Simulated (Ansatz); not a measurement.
# ClGaH₄OSSi: how energies converge with the basis set

The task here is to estimate one member of a computed series from the others.

Computed with Ansatz 0.2.0, Gaussian basis. Level: one geometry, several basis sets.

The runs, in order: PBE0-D4/def2-SVP; ωB97M-V/def2-SVP; PBE0-D4/def2-QZVPP; ωB97M-V/def2-QZVPP; the functionals' def2-TZVPP values are taken from earlier runs.

## The relaxed structure

An earlier PBE0-D4 in a triple-zeta def2 set relaxation fixed the geometry.

SMILES `S[SiH](Cl)[O][GaH2]`, 9 atoms, charge 0, spin multiplicity 1.

Atoms are counted from 1 here; the program's logs count them from 0.

Bond lengths: S1–Si2 2.131 Å, S1–H6 1.346 Å, Si2–Cl3 2.057 Å, Si2–O4 1.609 Å, Si2–H7 1.475 Å, O4–Ga5 1.803 Å, Ga5–H8 1.555 Å, Ga5–H9 1.555 Å. Angles: Si2–S1–H6 92.8°, S1–Si2–Cl3 103.8°, S1–Si2–O4 112.7°, S1–Si2–H7 111.7°, Cl3–Si2–O4 111.3°, Cl3–Si2–H7 108.2°, O4–Si2–H7 109.0°, Si2–O4–Ga5 135.0°, O4–Ga5–H8 116.5°, O4–Ga5–H9 112.1°, H8–Ga5–H9 131.3°.

Set-up of the first run:

Contents of in.yaml:

```yaml
crystal:
  periodic: [false, false, false]
  atoms:
    - {symbol: S, position_ang: [-1.031255, 1.992626, 0.695423]}
    - {symbol: Si, position_ang: [0.678123, 0.720170, 0.652065]}
    - {symbol: Cl, position_ang: [1.884814, 1.569286, -0.780537]}
    - {symbol: O, position_ang: [0.310065, -0.801521, 0.280911]}
    - {symbol: Ga, position_ang: [-0.386614, -1.630462, -1.161261]}
    - {symbol: H, position_ang: [-1.599935, 1.305264, 1.702705]}
    - {symbol: H, position_ang: [1.404962, 0.739234, 1.935405]}
    - {symbol: H, position_ang: [-0.532984, -0.774877, -2.451481]}
    - {symbol: H, position_ang: [-0.727176, -3.119700, -0.873241]}
basis:
  gaussian: {orbitals: def2-SVP}
hamiltonian: {xc: pbe0, dispersion: d4}
output: {orbitals: {seedname: orbitals}}
```

Among the steps run: PBE0-D4 in def2-SVP; ωB97M-V in def2-SVP; PBE0-D4 in def2-QZVPP; ωB97M-V in def2-QZVPP.

One of the session's tables, all rows but one given; the rest of the session is left out.

It belongs to the step «Density functionals: the series». 

```
functional       basis  HOMO (eV)  LUMO (eV)
   PBE0-D4    def2-SVP      -7.59      -1.64
   PBE0-D4  def2-TZVPP      -7.69      -1.67
   PBE0-D4  def2-QZVPP      -7.73      -1.71
   ωB97M-V    def2-SVP      -9.76       0.10
   ωB97M-V  def2-TZVPP      -9.90       0.02
   ωB97M-V  def2-QZVPP          ?          ?
```

Estimate the missing values for ωB97M-V, def2-QZVPP.

As computed: HOMO (eV): -9.94; LUMO (eV): -0.15. In the column «HOMO (eV)» it is the lowest.
